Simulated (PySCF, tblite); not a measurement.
**C10H11N: geometry, infrared bands, NMR shifts, spin-spin couplings and electronic excitations**

Wanted: the infrared bands, NMR shifts, spin-spin couplings and electronic excitations of C10H11N (`C=C(C)/C=C\c1ccccn1`), by calculation.

Programs: tblite 0.8.0 and PySCF 2.14.0, with density-fitted response routines of our own. Each step states its level of theory. These are calculated values for one molecule in the gas phase, unless marked as measured. Atoms count from 0, in the outputs and in this text.

## Step 1: The starting structure

22 atoms, charge 0, multiplicity 1; geometry from: force field or distance geometry start.

Bonds of the start (Å): C0–C1 1.33, C1–C2 1.50, C1–C3 1.46, C3–C4 1.35, C4–C5 1.46, C5–C6 1.40, C6–C7 1.39, C7–C8 1.39, C8–C9 1.38, C9–N10 1.35, N10–C5 1.35, C0–H11 1.09, C0–H12 1.09, C2–H13 1.09, C2–H14 1.08, C2–H15 1.10, C3–H16 1.10, C4–H17 1.08, C6–H18 1.09, C7–H19 1.08, C8–H20 1.08, C9–H21 1.09.

## Step 2: Geometry optimisation with GFN2-xTB

What the job is given:

```
{"job": {"kind": "relax", "xc": "GFN2-xTB", "basis": "xTB"}, "charge": 0, "multiplicity": 1}
C     -3.500400    -0.295200     0.265700
C     -2.178100    -0.420400     0.180700
C     -1.455700    -0.132800    -1.100100
C     -1.446100    -0.950200     1.325700
C     -0.136700    -0.940300     1.641900
C      0.968500    -0.277100     0.948800
C      1.022900     1.109800     0.808500
C      2.142600     1.683100     0.208200
C      3.174600     0.853300    -0.228300
C      3.043300    -0.509500    -0.023300
N      1.977400    -1.092100     0.560300
H     -4.068500    -0.531200     1.170900
H     -4.095700     0.066600    -0.568000
H     -0.945900     0.832900    -1.062300
H     -0.749100    -0.907900    -1.350500
H     -2.171100    -0.073700    -1.930400
H     -2.073700    -1.483400     2.056300
H      0.192700    -1.487300     2.518200
H      0.208200     1.732900     1.175200
H      2.202700     2.756500     0.080300
H      4.048100     1.275000    -0.702500
H      3.829600    -1.189800    -0.340300
```

Command:

```bash
OMP_NUM_THREADS=2 python probes_run.py task.json out
```

This one command runs all jobs of the session in turn.

**Question.** This job is followed by: GFN2-xTB harmonic vibrations, gas phase; PBE0-D3(BJ)/def2-SVP geometry optimisation, gas phase; GIAO PBE0/pcSseg-1 NMR shielding, non-relativistic, gas phase; B3LYP/pcJ-1 indirect spin-spin coupling, non-relativistic, gas phase; TDDFT PBE0/def2-SVPD, vertical, gas phase, core orbitals frozen in the response; GIAO B3LYP/pcSseg-2 NMR shielding, non-relativistic, gas phase. Predict these results of the whole session: strongest single infrared mode (GFN2-xTB); zero-point energy (GFN2-xTB); point group; rotational constants (main isotopes); 13C shifts against TMS (PBE0/pcSseg-1); 1H shifts against TMS (PBE0/pcSseg-1, means over atoms taken as alike); 15N shifts against NH3 (PBE0/pcSseg-1); largest coupling of the table (B3LYP/pcJ-1); lowest singlet (PBE0/def2-SVPD); lowest triplet; range of the shift of C1.

**Answer**, as computed:

| quantity | value |
| --- | --- |
| strongest single infrared mode (GFN2-xTB) | 1579 cm⁻¹, 51 km/mol |
| zero-point energy (GFN2-xTB) | 111.5 kcal/mol |
| point group | C1 |
| rotational constants (main isotopes) | 2.60, 0.66, 0.59 GHz |
| 13C shifts against TMS (PBE0/pcSseg-1) | 163.2, 154.6, 150.7, 142.8, 140.1, 139.6, 131.6, 130.8, 125.9, 24.2 ppm |
| 1H shifts against TMS (PBE0/pcSseg-1, means over atoms taken as alike) | 8.75, 7.65, 7.13, 7.05, 6.85, 6.49, 5.52, 5.49, 1.64 ppm |
| 15N shifts against NH3 (PBE0/pcSseg-1) | 363.5 ppm |
| largest coupling of the table (B3LYP/pcJ-1) | 1J(C,H) C9–H21, 185.8 Hz |
| lowest singlet (PBE0/def2-SVPD) | 4.45 eV (279 nm), f = 0.391 |
| lowest triplet | 2.81 eV |
| range of the shift of C1 | 150.7 to 158.3 ppm |

The optimisation took 98 steps and gained 0.110 eV; among the close pairs (by a distance rule), C9–N10 changed most, from 1.348 to 1.319 Å (GFN2-xTB). All 60 modes are real, so the xTB geometry is a minimum. The strongest single mode, at 1579 cm⁻¹, is spread over several atoms, C9, C6, C7, N10 among them. GFN2-xTB is a fitted tight-binding method: band positions and strengths are rough. Its intensities can rank the bands wrongly. The start of the PBE0/def2-SVP relaxation was shaken at random by about 0.01 Å, so part of the energy gained, and of the first lengths quoted, undoes that. Relaxing lowered the energy by 0.266 eV in 11 steps; the close pair that moved most is C3–C4, from 1.300 to 1.348 Å (PBE0/def2-SVP). No frequency check was run at this level, so the end point may be a saddle. At PBE0/pcSseg-1: Shielding is most anisotropic at N10 (span 708 ppm, paramagnetic term -428 ppm). In the run at B3LYP/pcJ-1, the largest coupling of the table is C9–H21, 185.8 Hz, of which the Fermi-contact term gives 185.1 Hz. Couplings across rotatable bonds belong to this one conformer; where others are populated, the observed values are averages. The lowest singlet, at 4.45 eV, is HOMO→LUMO 0.79, HOMO−1→LUMO 0.13 and is bright. The lowest triplet lies 1.63 eV below the lowest singlet (triplets in Tamm-Dancoff, singlets in full TDDFT). In ppm, C1 moves most: its shift spreads over 7.6 ppm, from 150.7 (PBE0/pcSseg-1) to 158.3 (B3LYP/pcSseg-2). These values are for one conformer; the search (at its own cheap level) found 1 more, at 0.97 kcal/mol, and measured spectra average over such forms.
